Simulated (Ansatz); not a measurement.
# CaSiBHO5: the cost of one run

Method: DFT, PBE, plane-wave PAW, default files, scalar-relativistic, as far as a step names no other, in Ansatz 0.2.0.

## (1) The starting structure

Symmetry: P2_1/c, No. 14, monoclinic system. The conventional cell has a = 4.902 Å, b = 7.703 Å, c = 9.717 Å, α = 90.00°, β = 90.22°, γ = 90.00°. Ca (site symmetry 1) is surrounded by 8 O at 2.29 to 2.73 Å. Around Si (site symmetry 1) lie 4 O at 1.60 to 1.68 Å. B (site symmetry 1) has 4 O at 1.48 to 1.50 Å as nearest neighbours. H (site symmetry 1) has 1 O at 0.98 Å as nearest neighbours. O (site symmetry 1) is surrounded by 1 H at 0.98 Å. Around O (site symmetry 1) lie 1 Si at 1.60 Å and 2 Ca at 2.29 Å. O (site symmetry 1) has 1 B at 1.49 Å and 1 Si at 1.66 Å as nearest neighbours. Around O (site symmetry 1) lie 1 B at 1.48 Å and 1 Si at 1.68 Å. Only part of the 9 independent sites is listed.

Coordinates:

```
Ca Si B H O
1.0
     4.90242    0.00000    0.00000
     0.00000    7.70311    0.00000
    -0.03728    0.00000    9.71687
Ca Si B H O
4 4 4 4 20
Direct
  0.99073 0.89698 0.33709
  0.00927 0.10302 0.66291
  0.99073 0.60302 0.83709
  0.00927 0.39698 0.16291
  0.53248 0.26445 0.91567
  0.53248 0.23555 0.41567
  0.46752 0.76445 0.58433
  0.46752 0.73555 0.08433
  0.43251 0.09076 0.15962
  0.56749 0.90924 0.84039
  0.56749 0.59076 0.34038
  0.43251 0.40924 0.65961
  0.19317 0.95712 0.92365
  0.80683 0.45712 0.57635
  0.80683 0.04288 0.07635
  0.19317 0.54288 0.42365
  0.73931 0.08771 0.16434
  0.76169 0.10084 0.46278
  0.66882 0.70001 0.45663
  0.68464 0.08574 0.85433
  0.73931 0.41229 0.66434
  0.67308 0.66570 0.21026
  0.76169 0.39916 0.96278
  0.31536 0.58574 0.64567
  0.26069 0.91229 0.83566
  0.23831 0.60084 0.03722
  0.31536 0.91426 0.14567
  0.32692 0.16570 0.28974
  0.23831 0.89916 0.53722
  0.68464 0.41426 0.35433
  0.33118 0.20001 0.04337
  0.26069 0.58771 0.33566
  0.33118 0.29999 0.54337
  0.66882 0.79999 0.95663
  0.67308 0.83430 0.71026
  0.32692 0.33430 0.78974
```

## (2) Gradients at the starting positions

Input file input.yaml:

```yaml
crystal:
  lattice:
    - [4.902418, 0.0, 0.0]
    - [0.0, 7.703106, 0.0]
    - [-0.03728, 0.0, 9.716873]
  atoms:
    - { symbol: Ca, position: [0.99073, 0.896983, 0.337094] }
    - { symbol: Ca, position: [0.00927, 0.103017, 0.662906] }
    - { symbol: Ca, position: [0.99073, 0.603017, 0.837094] }
    - { symbol: Ca, position: [0.00927, 0.396983, 0.162906] }
    - { symbol: Si, position: [0.53248, 0.264446, 0.915669] }
    - { symbol: Si, position: [0.53248, 0.235554, 0.415669] }
    - { symbol: Si, position: [0.46752, 0.764446, 0.584331] }
    - { symbol: Si, position: [0.46752, 0.735554, 0.084331] }
    - { symbol: B, position: [0.43251, 0.090763, 0.159615] }
    - { symbol: B, position: [0.56749, 0.909237, 0.840385] }
    - { symbol: B, position: [0.56749, 0.590763, 0.340385] }
    - { symbol: B, position: [0.43251, 0.409237, 0.659615] }
    - { symbol: H, position: [0.193173, 0.957117, 0.923646] }
    - { symbol: H, position: [0.806827, 0.457117, 0.576354] }
    - { symbol: H, position: [0.806827, 0.042883, 0.076354] }
    - { symbol: H, position: [0.193173, 0.542883, 0.423646] }
    - { symbol: O, position: [0.739306, 0.087708, 0.164335] }
    - { symbol: O, position: [0.761694, 0.100838, 0.462783] }
    - { symbol: O, position: [0.668821, 0.700013, 0.45663] }
    - { symbol: O, position: [0.684643, 0.085742, 0.854334] }
    - { symbol: O, position: [0.739306, 0.412292, 0.664335] }
    - { symbol: O, position: [0.673082, 0.665701, 0.210258] }
    - { symbol: O, position: [0.761694, 0.399162, 0.962783] }
    - { symbol: O, position: [0.315357, 0.585742, 0.645666] }
    - { symbol: O, position: [0.260694, 0.912292, 0.835665] }
    - { symbol: O, position: [0.238306, 0.600838, 0.037217] }
    - { symbol: O, position: [0.315357, 0.914258, 0.145666] }
    - { symbol: O, position: [0.326918, 0.165701, 0.289742] }
    - { symbol: O, position: [0.238306, 0.899162, 0.537217] }
    - { symbol: O, position: [0.684643, 0.414258, 0.354334] }
    - { symbol: O, position: [0.331179, 0.200013, 0.04337] }
    - { symbol: O, position: [0.260694, 0.587708, 0.335665] }
    - { symbol: O, position: [0.331179, 0.299987, 0.54337] }
    - { symbol: O, position: [0.668821, 0.799987, 0.95663] }
    - { symbol: O, position: [0.673082, 0.834299, 0.710258] }
    - { symbol: O, position: [0.326918, 0.334299, 0.789742] }
kpoints:
  mp_grid: { grid: [4, 3, 2] }
scf:
  occupations: { method: fermi_dirac, width: 0.02 }
hamiltonian:
  xc: pbe
  pseudopotentials: { kind: paw }
output:
  forces: true
  stress: true
  populations: true
  efg:
    quadrupole_moments_barn: { Ca: -0.0408, B: 0.04059, H: 0.00285783, O: -0.02558 }
    contact_densities: true
  write_density: true
  write_potential: true
  elf: true
  volumetric_format: npy
```

Started as:

```bash
ansatz run input.yaml --threads 1 --pin off --max-ram 2560MiB --backend cpu --events-out ev --progress --plain --runs-dir out
```

Q: Estimate wall time and peak memory on 1 thread of Intel Xeon Platinum 8488C (Sapphire Rapids), shared host.

About 56 s, with a peak of 0.96 GiB.
